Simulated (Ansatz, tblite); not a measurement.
**Sn22H28 ring sphere (Sn21AsH28+): which spin state is lowest**

Is the singlet the ground state of Sn22H28 ring sphere (Sn21AsH28+)? Other spin states are computed and compared level by level.

Program: Ansatz 0.2.0, Gaussian basis. Level of theory: as each input shows. These are calculated values, not measurements.

Levels to be run: triplet, at the geometry of the singlet (GFN1-xTB, GFN2-xTB, PBE0-D4/def2-TZVP, PBE-D4/def2-TZVP); the singlet's energies come from earlier runs.

2 further runs of the same task are left out: 1 for a known fault of the program, 1 set aside as unsound or not needed.

## (1) The geometry

The singlet was relaxed beforehand with r2SCAN-D4/def2-SVP.

50 atoms, charge 1, spin multiplicity 1.

Bond lengths: Sn1–Sn14 2.799 Å, Sn1–Sn15 2.809 Å, Sn1–H23 1.717 Å, Sn1–H24 1.717 Å, Sn2–Sn15 2.815 Å, Sn2–Sn16 2.800 Å, Sn2–H25 1.718 Å, Sn2–H26 1.718 Å, Sn3–Sn14 2.797 Å, Sn3–Sn17 2.802 Å, Sn3–H27 1.716 Å, Sn3–H28 1.715 Å, Sn4–Sn14 2.804 Å, Sn4–As18 2.656 Å, Sn4–H29 1.718 Å, Sn4–H30 1.718 Å, Sn5–Sn15 2.819 Å, Sn5–As18 2.672 Å and more. Angles: Sn14–Sn1–Sn15 109.1°, Sn14–Sn1–H23 109.4°, Sn14–Sn1–H24 109.9°, Sn15–Sn1–H23 109.1°, Sn15–Sn1–H24 110.2°, H23–Sn1–H24 109.1°, Sn15–Sn2–Sn16 110.6°, Sn15–Sn2–H25 108.1°, Sn15–Sn2–H26 106.7°, Sn16–Sn2–H25 111.3°, Sn16–Sn2–H26 111.5°, H25–Sn2–H26 108.5°, Sn14–Sn3–Sn17 106.6°, Sn14–Sn3–H27 109.5°, Sn14–Sn3–H28 110.5°, Sn17–Sn3–H27 110.0°, Sn17–Sn3–H28 110.6°, H27–Sn3–H28 109.7° and more.

Sn takes a core potential in the def2 sets. No spin-orbit coupling is included. The ion is computed in the gas phase, without counter-ions or solvent.

## (2) Triplet at the fixed geometry, GFN1-xTB

Tight binding, by tblite at 300 K electronic temperature and without a spin-polarisation term:

```python
tblite.interface.Calculator('GFN1-xTB', numbers, positions, charge=1, uhf=2).singlepoint()
```

Energy -1908.6919 eV; 0.48 s.

## (3) Triplet at the fixed geometry, GFN2-xTB

Tight binding, by tblite at 300 K electronic temperature and without a spin-polarisation term:

```python
tblite.interface.Calculator('GFN2-xTB', numbers, positions, charge=1, uhf=2).singlepoint()
```

Energy -1656.7263 eV; 1.1 s.

## (4) Triplet at the fixed geometry, PBE0-D4/def2-TZVP

Input file in.yaml:

```yaml
crystal:
  periodic: [false, false, false]
  atoms:
    - {symbol: Sn, position_ang: [-4.312655, -1.145336, -2.174384]}
    - {symbol: Sn, position_ang: [-4.325101, 2.191189, 1.107347]}
    - {symbol: Sn, position_ang: [-1.040041, -1.157544, -5.472573]}
    - {symbol: Sn, position_ang: [-0.899242, -4.062976, -1.999652]}
    - {symbol: Sn, position_ang: [-1.050970, -0.921456, 1.049317]}
    - {symbol: Sn, position_ang: [1.997499, -4.063485, 0.893842]}
    - {symbol: Sn, position_ang: [2.139764, -0.976477, -2.143743]}
    - {symbol: Sn, position_ang: [2.172926, -1.146039, 4.308860]}
    - {symbol: Sn, position_ang: [-1.057150, 2.182265, -2.173786]}
    - {symbol: Sn, position_ang: [-1.082502, 5.448750, 1.081128]}
    - {symbol: Sn, position_ang: [2.172073, 2.182634, 1.053055]}
    - {symbol: Sn, position_ang: [-1.109255, 2.190081, 4.322553]}
    - {symbol: Sn, position_ang: [5.470068, -1.158636, 1.035422]}
    - {symbol: Sn, position_ang: [-2.613640, -2.708840, -3.757006]}
    - {symbol: Sn, position_ang: [-2.762307, 0.591557, -0.602207]}
    - {symbol: Sn, position_ang: [-2.695064, 3.824573, 2.693387]}
    - {symbol: Sn, position_ang: [0.487141, 0.534755, -3.843194]}
    - {symbol: As, position_ang: [0.535693, -2.370709, -0.539252]}
    - {symbol: Sn, position_ang: [0.601491, 0.592169, 2.759199]}
    - {symbol: Sn, position_ang: [3.754368, -2.709771, 2.609065]}
    - {symbol: Sn, position_ang: [3.840310, 0.533895, -0.491267]}
    - {symbol: Sn, position_ang: [0.534687, 3.822127, -0.537810]}
    - {symbol: H, position_ang: [-5.343013, -0.218054, -3.187779]}
    - {symbol: H, position_ang: [-5.271407, -2.155383, -1.170513]}
    - {symbol: H, position_ang: [-5.292964, 1.150925, 2.073795]}
    - {symbol: H, position_ang: [-5.360475, 3.122309, 0.101154]}
    - {symbol: H, position_ang: [-2.055594, -0.227229, -6.495438]}
    - {symbol: H, position_ang: [-0.023294, -2.158402, -6.424771]}
    - {symbol: H, position_ang: [-1.676896, -4.989621, -0.779350]}
    - {symbol: H, position_ang: [0.341686, -5.011293, -2.716372]}
    - {symbol: H, position_ang: [-1.858288, -2.219080, 1.858049]}
    - {symbol: H, position_ang: [0.778119, -4.992422, 1.670134]}
    - {symbol: H, position_ang: [2.715344, -5.009395, -0.348245]}
    - {symbol: H, position_ang: [2.926574, -2.297104, -2.930848]}
    - {symbol: H, position_ang: [1.168135, -2.155572, 5.267218]}
    - {symbol: H, position_ang: [3.187161, -0.220110, 5.339605]}
    - {symbol: H, position_ang: [-2.062669, 3.158984, -3.180540]}
    - {symbol: H, position_ang: [-2.054878, 6.444649, 0.075996]}
    - {symbol: H, position_ang: [-0.076504, 6.443506, 2.053793]}
    - {symbol: H, position_ang: [3.179802, 3.159392, 2.057531]}
    - {symbol: H, position_ang: [-2.075588, 1.148064, 5.288720]}
    - {symbol: H, position_ang: [-0.103886, 3.120278, 5.359531]}
    - {symbol: H, position_ang: [6.421824, -2.159379, 0.018112]}
    - {symbol: H, position_ang: [6.493375, -0.228385, 2.050596]}
    - {symbol: H, position_ang: [-3.451370, -3.964527, -4.586663]}
    - {symbol: H, position_ang: [-3.699343, 4.798756, 3.698568]}
    - {symbol: H, position_ang: [1.594122, 1.480532, -4.767198]}
    - {symbol: H, position_ang: [4.584026, -3.965777, 3.446284]}
    - {symbol: H, position_ang: [4.764328, 1.478635, -1.599134]}
    - {symbol: H, position_ang: [1.558977, 4.756980, -1.563133]}
basis:
  gaussian: {orbitals: def2-TZVP, fitting: {mean_field: def2-universal-jkfit}}
total_charge: 1
magnetization: {spin_polarized: true, initial_magnetization: 2}
hamiltonian: {xc: pbe0, dispersion: d4}
scf: {omitted_lower_state_checks: [starts]}
output: {orbitals: {seedname: orbitals}}
```

The run is started by

```bash
$ ansatz run in.yaml --threads 11 --pin off --events-out ev --progress --plain --max-ram 120832MiB --backend cuda --devices 0, --max-vram 75GiB
```

Log:

```text
Functional definition: PBE0
  name "PBE0"
  cite "Adamo & Barone, J. Chem. Phys. 110, 6158 (1999) doi:10.1063/1.478522"
  cite "Perdew, Burke & Ernzerhof, Phys. Rev. Lett. 77, 3865 (1996) doi:10.1103/PhysRevLett.77.3865"
  parent pbe
  parameter a = 0.25
  parameter kappa = 0.804
  parameter beta = 0.06672455060314922
  exchange = (1 - a)*pbe_x(kappa = kappa, mu = beta*pi^2/3) + a*exact_x
  correlation = pbe_c(beta = beta)
these checks for a lower state are left out or cut short: starts
5348 factors; integrals over basis functions are off by at most 5.9e-1 eV
mean field evaluation 1: about -183758.5521 eV, gradient 2.5e1 eV
mean field evaluation 2: about -183752.6317 eV, gradient 3.9e1 eV
mean field evaluation 4: about -183761.3164 eV, gradient 8.2e0 eV
mean field evaluation 8: about -183761.7594 eV, gradient 6.6e-1 eV
mean field evaluation 16: about -183761.7663 eV, gradient 1.0e-1 eV
mean field evaluation 32: about -183761.8812 eV, gradient 3.0e-5 eV
mean field -183761.88117505 eV, -6753.1245749062 hartree, gradient 7.4e-6 eV, S^2 2.008595; 0 other end points of the search recorded, 0 dependent functions left out
reference -183761.88130926 eV, -6753.1245798386 hartree; 262, 260 occupied and 1004, 1006 virtual orbitals, 5348 factors
Total energy: -183765.53921251 eV, -6753.2590053035 hartree
Checks for a lower state left out: starts
```

It took 54 s on 1 × H100 with 11 threads of AMD EPYC 7R13, shared host; peak host memory 2.4 GiB.

Report: HOMO -5.79 eV, LUMO -8.13 eV (over both spins; with the spin held, an empty level of the minority spin lies below the top filled one); ⟨S²⟩ 2.009 (pure: 2.00).

## (5) Triplet at the fixed geometry, PBE-D4/def2-TZVP

start.molden holds the orbitals of an earlier run on this state, given as this run's starting guess.

in.yaml: that of step 4 with these lines changed.

```diff
@@ -54,6 +54,6 @@
 basis:
-  gaussian: {orbitals: def2-TZVP, fitting: {mean_field: def2-universal-jkfit}}
+  gaussian: {orbitals: def2-TZVP, fitting: {mean_field: def2-universal-jkfit}, initial_orbitals: start.molden}
 total_charge: 1
 magnetization: {spin_polarized: true, initial_magnetization: 2}
-hamiltonian: {xc: pbe0, dispersion: d4}
+hamiltonian: {xc: pbe, dispersion: d4}
 scf: {omitted_lower_state_checks: [starts]}
```

The command is unchanged.

Log:

```text
Functional definition: PBE
  name "PBE"
  cite "Perdew, Burke & Ernzerhof, Phys. Rev. Lett. 77, 3865 (1996) doi:10.1103/PhysRevLett.77.3865"
  parent pbe
  parameter kappa = 0.804
  parameter beta = 0.06672455060314922
  exchange = pbe_x(kappa = kappa, mu = beta*pi^2/3)
  correlation = pbe_c(beta = beta)
these checks for a lower state are left out or cut short: starts
5348 factors; integrals over basis functions are off by at most 5.9e-1 eV
mean field evaluation 1: about -183752.9606 eV, gradient 1.4e1 eV
mean field evaluation 2: about -183753.8573 eV, gradient 1.0e0 eV
mean field evaluation 4: about -183753.8822 eV, gradient 2.2e-1 eV
mean field evaluation 8: about -183753.8880 eV, gradient 2.0e-2 eV
mean field evaluation 16: about -183753.8880 eV, gradient 5.3e-5 eV
mean field -183753.88804035 eV, -6752.8308326239 hartree, gradient 2.8e-6 eV, S^2 2.002002; 0 other end points of the search recorded, 0 dependent functions left out
reference -183753.88822150 eV, -6752.8308392812 hartree; 262, 260 occupied and 1004, 1006 virtual orbitals, 5348 factors
Total energy: -183757.82191702 eV, -6752.9753999251 hartree
Checks for a lower state left out: starts
```

It took 19 s on 1 × H100 with 11 threads of AMD EPYC 7R13, shared host; peak host memory 2.3 GiB.

HOMO -5.42 eV, LUMO -8.21 eV (over both spins; with the spin held, an empty level of the minority spin lies below the top filled one); ⟨S²⟩ 2.002 (pure: 2.00).

## (6) Triplet less singlet, vertical

The singlet's energies are those of its earlier runs, whose logs aren't repeated here.

| level | triplet less singlet, vertical (eV) | time |
| --- | --- | --- |
| GFN1-xTB | +1.593 | 0.89 s |
| GFN2-xTB | +1.121 | 1.9 s |
| PBE-D4/def2-TZVP | +2.793 | 25 s |
| PBE0-D4/def2-TZVP | +3.338 | 68 s |

Times add the two runs; a level without a time comes out of a correlated run. Tight binding without a spin term can't rank spin states.

## (7) Outcome

| quantity | value |
| --- | --- |
| triplet less singlet, vertical, functionals in def2-TZVP | +2.793 (PBE-D4) to +3.338 eV (PBE0-D4) |

What this shows: All functionals put the triplet above the singlet, over a spread of 0.545 eV. The checks for a lower triplet were left out, so another state of that spin may lie lower. These are electronic energies, without zero-point motion, entropy or surroundings.
